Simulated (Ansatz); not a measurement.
Run this with Ansatz 0.2.0 through its Python package and show what comes out.

Input file `ch7alosn.xyz`:
```text
11

C    -0.78740    1.87030   -0.34270
Al   -0.47080    0.10270   -1.09780
Sn    0.99840   -1.58480    0.25300
O     0.26510   -1.91500    2.02470
H    -0.32710    2.01270    0.60910
H    -1.92980    2.06040   -0.22370
H    -0.42610    2.68890   -1.04970
H    -1.04210   -0.30460   -2.51440
H     2.62430   -0.87430    0.54630
H     1.17440   -3.09020   -0.59240
H    -0.01350   -1.02300    2.40810
```

`tae_ch7alosn.py`
```python
# -*- coding: utf-8 -*-
"""Atomisation energy of CH7AlOSn at the given geometry."""

from collections import Counter

import ansatz as az


def energy_of(molecule, charge=0, unpaired=0):
    calc = (
        molecule.calculation()
        .basis(gaussian="def2-SVPD")
        .functional("r2scan")
        .scf(lower_state_search="standard")  # control of the self-consistency loop
    )
    if charge:
        calc = calc.charge(charge)
    if unpaired:
        calc = calc.spin("collinear", total=unpaired)
    report = calc.run(threads=1, backend="cpu").report
    if report["published_state_doubts"]:
        print("  doubts:", report["published_state_doubts"])
    return report["free_energy_ev"]

ch7alosn = az.Crystal.molecule_from_extxyz("ch7alosn.xyz")

# unpaired electrons of the ground-state atoms
unpaired = {"C": 2, "Al": 1, "Sn": 2, "O": 2, "H": 1}
counts = Counter(site.symbol for site in ch7alosn.cartesian_sites)
atom_energy = {s: energy_of(az.Crystal.molecule().atom(s, (0, 0, 0)), 0, unpaired[s]) for s in counts}
whole = energy_of(ch7alosn, 0, 0)
for s, e in atom_energy.items():
    print(f"{s:2s} x{counts[s]}  {e:14.5f} eV")
print(f"CH7AlOSn: {whole:.5f} eV")
split = sum(counts[s] * e for s, e in atom_energy.items()) - whole
print(f"atomisation energy (no zero-point term): {96.485332 * split:.1f} kJ/mol, {split / sum(counts.values()):.3f} eV an atom")
```

`python tae_ch7alosn.py` gives:
```text
C  x1     -1028.27148 eV
Al x1     -6591.89122 eV
Sn x1     -5832.11368 eV
O  x1     -2040.04875 eV
H  x7       -13.58417 eV
CH7AlOSn: -15621.54578 eV
atomisation energy (no zero-point term): 3293.2 kJ/mol, 3.103 eV an atom
```

3293.2 kJ/mol from the electronic energies, without the zero-point term.

Reading the output:
- These settings explore the input space; basis and method may be short of convergence.
- The geometry is a force-field or estimated start, not a minimum of this method, and the basis set is short of its limit. All parts are taken at fixed geometry, without zero-point energy.
- def2 sets replace the cores of elements past krypton by effective core potentials.
- The spin-orbit lowering of heavy atoms is left out.
- Run time: 31 s on 1 thread of Arm Neoverse N1 (shared host), peak memory 0.28 GiB.

(A comment or docstring line of the script was reworded after the run, the code is as it ran; lines on the test bed's own set-up are left out of the output.)
